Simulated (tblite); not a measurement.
# C6H11ClOSi2: the cost of one run

Programs: tblite 0.8.0 and PySCF 2.14.0, with density-fitted response routines of our own. Each step states its level of theory. These are calculated values for one molecule in the gas phase, unless marked as measured. Atoms count from 0, in the outputs and in this text.

### 1 The starting structure

21 atoms, charge 0, multiplicity 1; geometry from: force field or distance geometry start.

Bonds of the start (Å): C0–C1 1.45, C1–C2 1.22, C2–C3 1.44, C3–C4 1.33, C4–Si5 1.84, Si5–O6 1.71, O6–C7 1.42, C3–Si8 1.85, Si8–Cl9 2.09, C0–H10 1.12, C0–H11 1.12, C0–H12 1.08, C4–H13 1.08, Si5–H14 1.45, Si5–H15 1.49, C7–H16 1.10, C7–H17 1.12, C7–H18 1.11, Si8–H19 1.49, Si8–H20 1.47.

### 2 Optimising the geometry with GFN2-xTB

The job: settings as JSON, then the geometry in Å.

```
{"job": {"kind": "relax", "xc": "GFN2-xTB", "basis": "xTB"}, "charge": 0, "multiplicity": 1}
C     -1.911600     2.733300    -0.796800
C     -1.603800     1.375800    -0.373900
C     -1.327400     0.240000    -0.014800
C     -1.036200    -1.117300     0.371800
C      0.170700    -1.628400     0.167200
Si     1.497200    -0.642700    -0.647000
O      1.962100     0.724200     0.266700
C      3.373900     0.850700     0.203000
Si    -2.356100    -2.128600     1.190000
Cl    -2.264400    -4.139800     0.613600
H     -2.514300     2.753500    -1.737700
H     -2.541200     3.242600    -0.027900
H     -0.997000     3.269500    -1.009000
H      0.366300    -2.647100     0.465400
H      1.184100    -0.341100    -2.031200
H      2.683100    -1.539600    -0.657500
H      3.862500    -0.137100     0.187300
H      3.599300     1.398300    -0.751100
H      3.743600     1.504600     1.015400
H     -2.193500    -2.138100     2.673300
H     -3.706300    -1.615600     0.892700
```

Started as:

```
OMP_NUM_THREADS=1 python probes_run.py task.json out
```

The driver reads the jobs from task.json and runs them one after another.

**Question.** How long does this first job take on 1 thread of Arm Neoverse N1, shared host, and how much memory does it need?

About 3.5 s, with a peak of 0.18 GiB.
